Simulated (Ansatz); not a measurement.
# Fe: the cost of one run

Computed with Ansatz 0.2 early development (run time, single point, PBE, NC, unless a step's input says otherwise).

### 1 The structure to begin with

It takes space group Im-3m (No. 229, cubic). The conventional cell has a = 2.830 Å, b = 2.830 Å, c = 2.830 Å, α = 90.00°, β = 90.00°, γ = 90.00°. Fe (site symmetry m-3m) is surrounded by 8 Fe at 2.45 Å.

Coordinates:

```cif
data_structure
_symmetry_space_group_name_H-M 'P 1'
_symmetry_Int_Tables_number 1
_cell_length_a 2.4509
_cell_length_b 2.4509
_cell_length_c 2.4509
_cell_angle_alpha 109.471
_cell_angle_beta 109.471
_cell_angle_gamma 109.471
_cell_volume 11.33
loop_
_atom_site_label
_atom_site_type_symbol
_atom_site_fract_x
_atom_site_fract_y
_atom_site_fract_z
_atom_site_occupancy
Fe1 Fe 0.00000 0.00000 0.00000 1
```

### 2 The calculation

Input file input.yaml:

```yaml
crystal:
  lattice:
    - [-1.415, 1.415, 1.415]
    - [1.415, -1.415, 1.415]
    - [1.415, 1.415, -1.415]
  atoms:
    - { symbol: Fe, position: [0, 0, 0] }
kpoints:
  mp_grid: { grid: [8, 8, 8], shift: [0, 0, 0] }
hamiltonian:
  xc: pbe
  pseudopotentials: { kind: nc }
scf:
  occupations: { method: fermi_dirac }
  algorithm: direct_min
magnetization:
  spin_polarized: true
```

The run is started by

```
ansatz run input --backend cpu --max-ram 8GiB --threads 2 --events-out ev
```

What time and memory should one allow on 2 threads of Arm Neoverse V2 (Grace), shared host?

About 6.9 s, with a peak of 0.9 GiB.
